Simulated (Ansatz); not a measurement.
LiMg, space group P4/mmm, the spin response to a magnetic field

Computed with Ansatz's Python interface.

Typed at the interpreter:
```pycon
>>> import warnings
>>> import ansatz as az
>>> import numpy as np
>>> ECUT = 510
>>> SMEARING = "cold"
>>> FUNCTIONAL = "PBEsol"
>>> warnings.simplefilter("ignore", az.DeckWarning)
>>> cell = (
...     az.Lattice.from_parameters(3.378185, 3.378185, 3.55261, alpha=90, beta=90, gamma=90)
...     .space_group(123, hermann_mauguin="P4/mmm")
...     .atom("Li", (0.0, 0.0, 0.0))
...     .atom("Mg", (0.5, 0.5, 0.5))
... )
>>> cell.resolved().tree()["lattice"]
((3.378185, 0.0, 0.0), (2.068541723588801e-16, 3.378185, 0.0), (2.1753462325594392e-16, 2.1753462325594392e-16, 3.5526099999999996))
>>> job = (
...     cell.calculation()
...     .kpoints(7, center="gamma")
...     .basis(ECUT)  # plane waves up to this kinetic energy
...     .occupations(SMEARING, width=50 * az.meV)  # smearing steadies the SCF of a metal
...     .functional(FUNCTIONAL)
...     .spin("collinear")  # two spin channels
... )
>>> # the field acts on the spins alone; such large fields lift the response over the noise
>>> rows = []
>>> for tesla in [0, 100, 200, 400]:
...     report = (job.magnetic_field(tesla) if tesla else job).run().report
...     rows.append((tesla, report["magnetization_mub"], report["free_energy_ev"], report["components"].get("e_zeeman", 0.0)))
...
RunWarning: this spin-polarised run has no starting moment large enough to seed its density, so its SCF can try parallel moments of its own, which can die out, and starts no order whose moments cancel. Behind that start scf.lower_state_search: light tries no other order and makes no probe for moments, and off searches [...]
>>> lines = [",".join(["B (T)", "moment muB", "F eV", "Zeeman term eV"])] + [",".join(f"{v:.4f}" if isinstance(v, float) else str(v) for v in row) for row in rows]
>>> print("\n".join(lines))
B (T),moment muB,F eV,Zeeman term eV
0,0.0000,-2115.1901,0.0000
100,0.0170,-2115.1902,-0.0001
200,0.0304,-2115.1903,-0.0004
400,0.0492,-2115.1908,-0.0011
>>> with open("zeeman.csv", "w") as handle:
...     handle.write("\n".join(lines) + "\n")
...
154
>>> slope = np.polyfit([row[0] for row in rows], [row[1] for row in rows], 1)[0]
>>> print(f"dM/dB = {1000 * slope:.4f} muB per 1000 T per cell")
dM/dB = 0.1206 muB per 1000 T per cell
```

What to keep in mind:
- Absolute energies stand on the zero of these potentials, so only differences at equal settings mean something. A total without «per atom» is that of the cell as typed.
- For a metal this k-point mesh is coarse: on a finer one energies can move by several to tens of meV an atom and pressures by half a GPa or more, differences at one mesh by less.
- The structure comes from a database of computed cells and needn't be a stable or known phase.
- Warnings are shown shortened and without file and line.
- Orbital magnetism is left out. The response of a metal hangs strongly on mesh and smearing, and a straight-line fit holds only where the moment is linear in the field.
- The script silences the warnings on its input, which a real study should read.
- It ran for 9.7 s on 1 thread of Intel(R) Xeon(R) Platinum 8488C (Sapphire Rapids) (shared host), peak memory 0.39 GiB.

(Lines on the test bed's own set-up are left out of the output.)
